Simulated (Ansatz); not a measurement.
# EuFe4As12: the cost of one run

Program: Ansatz 0.2.0. Level of theory: DFT PBE+U (U_eff = 6 eV on Eu 4f), scalar-relativistic, plane waves, PAW. These are calculated values, not measurements.

## Step 1: Starting point

It takes space group Im-3 (No. 204, cubic). Conventional cell: a = 8.366 Å, b = 8.366 Å, c = 8.366 Å, α = 90.00°, β = 90.00°, γ = 90.00°. Eu (site symmetry m-3) is surrounded by 12 As at 3.16 Å and 8 Fe at 3.62 Å. Fe (site symmetry -3) has 6 As at 2.37 Å in its first shell of neighbours. As (site symmetry m) has 2 Fe at 2.37 Å and 2 As at 2.60 to 2.61 Å and 1 Eu at 3.16 Å in its first shell of neighbours.

As a file:

```cif
data_structure
_symmetry_space_group_name_H-M 'P 1'
_symmetry_Int_Tables_number 1
_cell_length_a 7.2455
_cell_length_b 7.2455
_cell_length_c 7.2455
_cell_angle_alpha 109.471
_cell_angle_beta 109.471
_cell_angle_gamma 109.471
_cell_volume 292.80
loop_
_atom_site_label
_atom_site_type_symbol
_atom_site_fract_x
_atom_site_fract_y
_atom_site_fract_z
_atom_site_occupancy
Eu1 Eu 0.00000 0.00000 0.00000 1
Fe1 Fe 0.50000 0.00000 0.00000 1
Fe2 Fe 0.00000 0.50000 0.00000 1
Fe3 Fe 0.00000 0.00000 0.50000 1
Fe4 Fe 0.50000 0.50000 0.50000 1
As1 As 0.49976 0.65555 0.84421 1
As2 As 0.50024 0.34445 0.15579 1
As3 As 0.81134 0.65555 0.15579 1
As4 As 0.18866 0.34445 0.84421 1
As5 As 0.84421 0.18866 0.34445 1
As6 As 0.15579 0.81134 0.65555 1
As7 As 0.15579 0.50024 0.34445 1
As8 As 0.84421 0.49976 0.65555 1
As9 As 0.65555 0.15579 0.81134 1
As10 As 0.34445 0.84421 0.18866 1
As11 As 0.34445 0.15579 0.50024 1
As12 As 0.65555 0.84421 0.49976 1
```

An earlier run at PBE+U (U_eff = 6 eV on Eu 4f) left this cell at 17.224 Å³/atom and 0.00 GPa (6×6×6 mesh).

## Step 2: Coarse mesh, to find the state of the open shells

File input.yaml:

```yaml
crystal:
  lattice:
    - [-4.1831733831, 4.1831733831, 4.1831733831]
    - [4.1831733831, -4.1831733831, 4.1831733831]
    - [4.1831733831, 4.1831733831, -4.1831733831]
  atoms:
    - { symbol: Eu, position: [0.0, 0.0, 0.0], spin: 7.0 }
    - { symbol: Fe, position: [0.5, 0.0, 0.0], spin: -2.5 }
    - { symbol: Fe, position: [0.0, 0.5, 0.0], spin: -2.5 }
    - { symbol: Fe, position: [0.0, 0.0, 0.5], spin: -2.5 }
    - { symbol: Fe, position: [0.5, 0.5, 0.5], spin: -2.5 }
    - { symbol: As, position: [0.4997640189, 0.6555505877, 0.8442134312] }
    - { symbol: As, position: [0.5002359811, 0.3444494123, 0.1557865688] }
    - { symbol: As, position: [0.8113371565, 0.6555505877, 0.1557865688] }
    - { symbol: As, position: [0.1886628435, 0.3444494123, 0.8442134312] }
    - { symbol: As, position: [0.8442134312, 0.1886628435, 0.3444494123] }
    - { symbol: As, position: [0.1557865688, 0.8113371565, 0.6555505877] }
    - { symbol: As, position: [0.1557865688, 0.5002359811, 0.3444494123] }
    - { symbol: As, position: [0.8442134312, 0.4997640189, 0.6555505877] }
    - { symbol: As, position: [0.6555505877, 0.1557865688, 0.8113371565] }
    - { symbol: As, position: [0.3444494123, 0.8442134312, 0.1886628435] }
    - { symbol: As, position: [0.3444494123, 0.1557865688, 0.5002359811] }
    - { symbol: As, position: [0.6555505877, 0.8442134312, 0.4997640189] }
basis:
  ecutwfc: 420
  ecutrho_ratio: 4
kpoints:
  mp_grid: { grid: [3, 3, 3] }
hamiltonian:
  xc: pbe
  hubbard: { sites: [{ species: Eu, l: f, u_eff: 6.0 }] }
scf:
  occupations: { method: gaussian, width: 0.05 }
output:
  forces: true
  stress: true
  eigenvalues: true
  populations: true
  hubbard: { sites: [{ species: Eu, l: f }] }
magnetization:
  spin_polarized: true
```

On the command line:

```sh
$ ansatz run input.yaml --threads 8 --pin off --max-ram 22528MiB --backend cpu --events-out ev --progress --plain --runs-dir out
```

What time and memory should one allow on 8 threads of AMD EPYC 7R13 (Zen 3), shared host?

About 19 s, with a peak of 1.9 GiB.
